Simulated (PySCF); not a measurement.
# C2H9NOSi: the cost of one run

The runs use PySCF 2.14.0, with density-fitted response routines of our own; the level of theory stands in each step. All values are computed, except where a source is named. Atoms count from 0, in the outputs and in this text.

## 1. The molecule as given

14 atoms, charge 0, multiplicity 1; geometry from: GFN2-xTB. The atoms were then displaced at random by about 0.01 Å, so the start is not that level's minimum.

Bonds of the start (Å): C0–N1 1.46, N1–Si2 1.73, Si2–O3 1.57, O3–C4 1.42, C0–H5 1.06, C0–H6 1.11, C0–H7 1.10, N1–H8 0.99, Si2–H9 1.46, Si2–H10 1.48, C4–H11 1.08, C4–H12 1.12, C4–H13 1.10.

## 2. Geometry optimisation at PBE0-D3(BJ)/def2-SVP

Job settings and geometry (Å):

```
{"job": {"xc": "PBE0", "basis": "def2-SVP", "d3": "d3bj", "grid": 1, "shake": 0.01, "kind": "geom"}, "charge": 0, "multiplicity": 1}
C      2.346950     0.022200    -0.473230
N      0.923290    -0.289310    -0.339200
Si    -0.087410     0.338590     0.912840
O     -1.522020    -0.290290     0.801140
C     -2.476150    -0.206440    -0.250240
H      2.964740    -0.544480     0.177680
H      2.472660     1.093190    -0.219080
H      2.665660    -0.100010    -1.514050
H      0.747580    -1.230020    -0.611160
H     -0.019230     1.790260     0.735360
H      0.200660    -0.077100     2.303660
H     -1.984470    -0.310140    -1.205920
H     -3.009820     0.778330    -0.219890
H     -3.229590    -0.989850    -0.105660
```

Launch:

```sh
$ OMP_NUM_THREADS=1 python probes_run.py task.json out
```

This one command runs all jobs of the session in turn.

**Question.** How long does this first job take on 1 thread of Arm Neoverse V1, shared host, and how much memory does it need?

About 1.7 min, with a peak of 0.51 GiB.
